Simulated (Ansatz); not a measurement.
**C4H8O2Si: up Jacob's ladder to CCSD(T)**

An exercise on one series of results from a longer session: the logs are not shown, and one member is left open.

Computed with Ansatz 0.2.0, Gaussian basis. Level: functionals in def2-TZVPP, the program's frozen cores in correlated methods.

Plan: PBE-D4, r2SCAN-D4, PBE0-D4, B3LYP-D4, ωB97X-V, ωB97M-V, B2PLYP; CCSD(T)/def2-TZVPP; MP2/def2-QZVPP; extrapolation to the limit.

## Structure used throughout

An earlier PBE0-D4 in a triple-zeta def2 set relaxation fixed the geometry.

SMILES `C=C[Si](O)(O)C=C`, 15 atoms, charge 0, spin multiplicity 1.

Atoms are counted from 1 here; the program's logs count them from 0.

Bond lengths: C1–C2 1.331 Å, C1–H8 1.086 Å, C1–H9 1.087 Å, C2–Si3 1.852 Å, C2–H10 1.089 Å, Si3–O4 1.647 Å, Si3–O5 1.649 Å, Si3–C6 1.854 Å, O4–H11 0.959 Å, O5–H12 0.958 Å, C6–C7 1.331 Å, C6–H13 1.090 Å, C7–H14 1.087 Å, C7–H15 1.087 Å. Angles: C2–C1–H8 121.2°, C2–C1–H9 122.2°, H8–C1–H9 116.6°, C1–C2–Si3 123.5°, C1–C2–H10 118.2°, Si3–C2–H10 118.3°, C2–Si3–O4 111.9°, C2–Si3–O5 104.5°, C2–Si3–C6 112.8°, O4–Si3–O5 111.6°, O4–Si3–C6 103.9°, O5–Si3–C6 112.4°, Si3–O4–H11 116.8°, Si3–O5–H12 117.2°, Si3–C6–C7 122.8°, Si3–C6–H13 119.0°, C7–C6–H13 118.2°, C6–C7–H14 121.5° and more.

Set-up of the first run:

Contents of in.yaml:

```yaml
crystal:
  periodic: [false, false, false]
  atoms:
    - {symbol: C, position_ang: [-1.939380, 1.013381, -0.940368]}
    - {symbol: C, position_ang: [-0.795548, 0.367872, -1.155736]}
    - {symbol: Si, position_ang: [0.650947, 0.439635, -0.002021]}
    - {symbol: O, position_ang: [2.044840, 0.828602, -0.787863]}
    - {symbol: O, position_ang: [0.238936, 1.588545, 1.106046]}
    - {symbol: C, position_ang: [1.024085, -1.197521, 0.783450]}
    - {symbol: C, position_ang: [0.104510, -2.145861, 0.943200]}
    - {symbol: H, position_ang: [-2.079889, 1.628231, -0.056546]}
    - {symbol: H, position_ang: [-2.775142, 0.958994, -1.633190]}
    - {symbol: H, position_ang: [-0.706716, -0.236197, -2.058013]}
    - {symbol: H, position_ang: [2.052088, 1.657477, -1.269174]}
    - {symbol: H, position_ang: [0.735055, 1.604958, 1.925051]}
    - {symbol: H, position_ang: [2.037809, -1.399962, 1.127740]}
    - {symbol: H, position_ang: [-0.919852, -2.007170, 0.606818]}
    - {symbol: H, position_ang: [0.328245, -3.100993, 1.410607]}
basis:
  gaussian: {orbitals: def2-TZVPP}
hamiltonian: {xc: pbe, dispersion: d4}
output: {forces: true, orbitals: {seedname: orbitals}}
```

The run is started by

```console
$ ansatz run in.yaml --threads 2 --pin off --events-out ev --progress --plain --max-ram 22528MiB --backend cuda --devices 0, --max-vram 18GiB
```

Among the steps run: PBE-D4 (GGA); r2SCAN-D4 (meta-GGA); PBE0-D4 (hybrid); B3LYP-D4 (hybrid); ωB97X-V (range-separated); ωB97M-V (range-separated); B2PLYP (double hybrid); CCSD(T) in def2-TZVPP; MP2 in def2-QZVPP.

One of the session's tables, all rows but one given; the rest of the session is left out.

```
            method  atomisation energy (kJ/mol)
            PBE-D4                       6441.7
         r2SCAN-D4                       6327.1
           PBE0-D4                       6319.2
          B3LYP-D4                       6307.0
           ωB97X-V                       6310.9
           ωB97M-V                       6332.0
            B2PLYP                       6251.7
     HF/def2-TZVPP                       4625.9
    MP2/def2-TZVPP                            ?
   CCSD/def2-TZVPP                       6059.7
CCSD(T)/def2-TZVPP                       6159.2
           MP2/CBS                       6456.7
       CCSD(T)/CBS                       6324.7
```

**Question.** Estimate the row for MP2/def2-TZVPP.

As computed: atomisation energy (kJ/mol): 6291.2. In the column «atomisation energy (kJ/mol)» it lies between B2PLYP (6251.7) and B3LYP-D4 (6307.0).

To keep in mind: Free atoms (4 C, 1 Si, 2 O, 8 H) were run apart at each level; the atomisation energy is their sum less the molecule, without zero-point or spin-orbit terms.
